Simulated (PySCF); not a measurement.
**MoNH₂: structure of the doublet**

Where does doublet MoNH₂ go from a trigonal pyramidal start, is the end point a minimum, and what are its modes, charges and moments?

Computed with PySCF 2.14.0. Level: PBE0, basis Mo def2-TZVP with ECP28, N def2-TZVP, H def2-TZVP, scalar-relativistic core potentials, no spin–orbit coupling, density fitting.

## 1. Where the work starts

4 atoms, charge 0, spin multiplicity 2.

Bond lengths: Mo1–N2 1.810 Å, Mo1–H3 1.700 Å, Mo1–H4 1.700 Å. Angles: N2–Mo1–H3 99.8°, N2–Mo1–H4 99.8°, H3–Mo1–H4 99.8°.

Z-matrix (Å, degrees; charge 0 multiplicity 2):
```
Mo
N  1 1.8100
H  1 1.7000 2 99.75
H  1 1.7000 2 99.75 3 -101.77
```

## 2. First SCF at the start

One driver script runs all steps and calls PySCF; scf.py shows how it sets up the SCF of each step. The optimiser is the driver's own. After this first run the driver tries any further starts and a stability analysis.

Contents of scf.py:

```python
from pyscf import gto, scf, dft
mol = gto.M(atom='''
Mo     0.021250     0.217140     0.000000
N      0.000000    -1.592700    -0.000020
H     -1.032310     0.517540     1.299900
H     -1.032300     0.517510    -1.299900''',
    basis={'Mo': 'def2-TZVP', 'N': 'def2-TZVP', 'H': 'def2-TZVP'},
    ecp={'Mo': 'def2-TZVP'},
    charge=0, spin=1)
mf = dft.UKS(mol, xc='PBE0')
mf.grids.atom_grid = (50, 194)
aux = {'Mo': 'def2-universal-JKFIT', 'N': 'def2-universal-JKFIT', 'H': 'def2-universal-JKFIT'}
mf = mf.density_fit(auxbasis=aux)
mf.conv_tol = 1e-08
mf.diis_space = 10
mf.max_cycle = 60
mf.init_guess = 'minao'
mf.verbose = 4
mf.kernel()
```

On the command line:

```
$ OMP_NUM_THREADS=2 python axn.py task.json out
```

The program printed:

```text
init E= -117.279000377518
[... the frontier-level lines of each cycle are left out ...]
cycle= 1 E= -123.915769711476  delta_E= -6.64  |g|= 0.388  |ddm|= 2.65
cycle= 2 E= -123.76292905125  delta_E= 0.153  |g|= 0.71  |ddm|= 0.789
cycle= 3 E= -123.793514886166  delta_E= -0.0306  |g|= 0.687  |ddm|= 0.648
cycle= 4 E= -123.994345242479  delta_E= -0.201  |g|= 0.044  |ddm|= 0.307
cycle= 5 E= -123.995555173049  delta_E= -0.00121  |g|= 0.0294  |ddm|= 0.0593
cycle= 6 E= -123.996259865868  delta_E= -0.000705  |g|= 0.00952  |ddm|= 0.0306
cycle= 7 E= -123.996699645879  delta_E= -0.00044  |g|= 0.00763  |ddm|= 0.0263
cycle= 8 E= -123.997344582127  delta_E= -0.000645  |g|= 0.0075  |ddm|= 0.0434
cycle= 9 E= -123.998073204186  delta_E= -0.000729  |g|= 0.00841  |ddm|= 0.0629
cycle= 10 E= -123.998525724081  delta_E= -0.000453  |g|= 0.00281  |ddm|= 0.0663
cycle= 11 E= -123.998566144418  delta_E= -4.04e-05  |g|= 0.000855  |ddm|= 0.02
cycle= 12 E= -123.998567963781  delta_E= -1.82e-06  |g|= 0.000298  |ddm|= 0.00359
cycle= 13 E= -123.998568264303  delta_E= -3.01e-07  |g|= 0.000213  |ddm|= 0.00147
cycle= 14 E= -123.998568439538  delta_E= -1.75e-07  |g|= 0.000182  |ddm|= 0.00205
cycle= 15 E= -123.998568517235  delta_E= -7.77e-08  |g|= 0.000111  |ddm|= 0.00103
cycle= 16 E= -123.998568527086  delta_E= -9.85e-09  |g|= 6.59e-05  |ddm|= 0.000398
Extra cycle  E= -123.998568489699  delta_E= 3.74e-08  |g|= 0.000308  |ddm|= 0.000185
converged SCF energy = -123.998568489699  <S^2> = 1.0125296  2S+1 = 2.2472469
```

This step, with its further starts and checks, needed 11 s of wall time on 2 threads of Arm Neoverse V2, shared host.

Energies from each starting density:

| start | energy (Eh) |
| --- | --- |
| the minimal-basis guess | -123.998568 |
| a thermally smeared density | -123.998569 |
| a smeared PBE density | -123.998569 |

The test of internal stability and the other starts found no lower solution of this spin.

## 3. Trigonal pyramidal start, doublet: relaxation

The program finds Cs symmetry in the start, which this walk keeps. Threshold on the gradient: 0.0003 Eh/bohr, with a further test on the energy change.

scf.py, as its differences from that of step 2:

```diff
@@ -3,4 +3,4 @@
-Mo     0.021250     0.217140     0.000000
-N      0.000000    -1.592700    -0.000020
-H     -1.032310     0.517540     1.299900
-H     -1.032300     0.517510    -1.299900''',
+Mo     0.021252     0.217143    -0.000000
+N      0.000002    -1.592697     0.000002
+H     -1.032304     0.517530     1.299898
+H     -1.032301     0.517527    -1.299902''',
@@ -17 +16,0 @@
-mf.init_guess = 'minao'
```

Steps of the walk:

| step | energy (Eh) | change (kJ/mol) | largest symmetric gradient (Eh/bohr) |
| --- | --- | --- | --- |
| 0 | -123.998569 | 0.00 | 0.13170 |
| 1 | -124.029579 | -81.42 | 0.01085 |
| 2 | -124.029872 | -82.19 | 0.01013 |
| 3 | -124.029983 | -82.48 | 0.00159 |
| 4 | -124.030005 | -82.54 | 0.00111 |
| 5 | -124.030031 | -82.60 | 0.00020 |
| 6 | -124.030031 | -82.61 | 0.00003 |

The walk took 12 s.

After 6 steps and 82.6 kJ/mol it ends at Cs: Mo–H 1.700 Å (×2), Mo–N 1.613 Å; H–Mo–H 103.5°, H–Mo–N 98.2° (×2).

## 4. Frequencies

The point is checked on the finer grid, and tightened if its gradient asks for it. The Hessian and the dipole derivatives come from central differences of analytic gradients, with steps of 0.02 bohr.

scf.py, as its differences from that of step 3:

```diff
@@ -3,4 +3,4 @@
-Mo     0.021252     0.217143    -0.000000
-N      0.000002    -1.592697     0.000002
-H     -1.032304     0.517530     1.299898
-H     -1.032301     0.517527    -1.299902''',
+Mo     0.026375     0.193034    -0.000000
+N     -0.042344    -1.418583     0.000001
+H     -0.986927     0.478967     1.335287
+H     -0.986924     0.478964    -1.335290''',
@@ -11 +11 @@
-mf.grids.atom_grid = (50, 194)
+mf.grids.atom_grid = (75, 302)
@@ -14 +14 @@
-mf.conv_tol = 1e-08
+mf.conv_tol = 1e-10
```

This SCF starts from the last density.

SCF at the final geometry:

```text
init E= -124.030043926108
[... the frontier-level lines of each cycle are left out ...]
cycle= 1 E= -124.0300439261  delta_E= 7.73e-12  |g|= 4.91e-06  |ddm|= 3.43e-06
Extra cycle  E= -124.030043925961  delta_E= 1.39e-10  |g|= 1.93e-05  |ddm|= 1.09e-05
converged SCF energy = -124.030043925961  <S^2> = 0.7697983  2S+1 = 2.0197013
```

The whole step took 45 s.

Geometry: Cs; Mo–H 1.700 Å (×2), Mo–N 1.613 Å; H–Mo–H 103.5°, H–Mo–N 98.2° (×2).

Modes, for the most abundant isotopes:

```
symmetry  ω (cm⁻¹)  IR (km/mol)  μ (u)     type
      a'       486          139   1.02     bend
     a''       642         36.3   1.12     bend
      a'       658         63.2   1.09     bend
      a'      1180         87.2  15.41  stretch
     a''      1886          261   1.02  stretch
      a'      1924         82.8   1.02  stretch
```

All wavenumbers are real: a minimum.

Properties at this point:

| Quantity | Value |
| --- | --- |
| Dipole moment | 4.46 D |
| Highest occupied level | -6.94 eV |
| Lowest empty level | -2.62 eV |
| Rotational constants | 2.986, 0.4908, 0.4697 cm⁻¹ |
| Zero-point energy | 40.5 kJ/mol |
| Principal polarisabilities | 44.7, 45.3, 52.6 bohr³ |
| Atomisation energy without zero-point energy | 997 kJ/mol |
| Principal traceless quadrupole moments about the centre of mass | -3.30, -0.08, 3.39 D Å |
| Entropy at 298.15 K and 1 bar (electronic part: spin only) | 265.2 J/(mol K) |
| Heat capacity Cp at 298.15 K | 47.4 J/(mol K) |
| Enthalpy at 298.15 K above 0 K | 11.29 kJ/mol |
| Rotational symmetry number | 1 |
| Spin squared ⟨S²⟩ | 0.770 |

Populations by atom (charges in e):

```tsv
atom	Mulliken	Löwdin	polar tensor	spin (Mulliken)	Mayer order to Mo1
Mo1	0.64	0.33	1.10	1.32	–
N2	-0.46	-0.23	-0.52	-0.21	2.94
H3,4	-0.09	-0.05	-0.29	-0.05	0.94
```

Mulliken populations on Mo1 (outside its core potential): s 2.53, p 6.24, d 4.56, f 0.03.

## 5. What came out

| quantity | value |
| --- | --- |
| minimum | doublet, Cs |
| geometry | Mo–H 1.700 Å (×2), Mo–N 1.613 Å; H–Mo–H 103.5°, H–Mo–N 98.2° (×2) |
| wavenumbers (cm⁻¹) | 486 (a'), 642 (a''), 658 (a'), 1180 (a'), 1886 (a''), 1924 (a') |
| dipole moment | 4.46 D |
| highest occupied, lowest empty level (either spin) | -6.94, -2.62 eV |
| polar-tensor charge of Mo1 | +1.10 e |
| zero-point energy | 40.5 kJ/mol |
| entropy at 298.15 K | 265.2 J/(mol K) |
| atomisation energy (no zero-point energy) | 997 kJ/mol |
| ⟨S²⟩ | 0.770 |

The molecule stays Cs, as typed, and the end point is a minimum. In the infrared the band at 1886 cm⁻¹ (a'', stretch) leads. Most of the spin sits on Mo1 (Mulliken spin 1.32, against 1 for the whole molecule). Only this shape and spin were tried, so other structures or states may lie lower. One determinant may miss the lowest occupation of an open d or f shell.

The search up to here took 68 s.
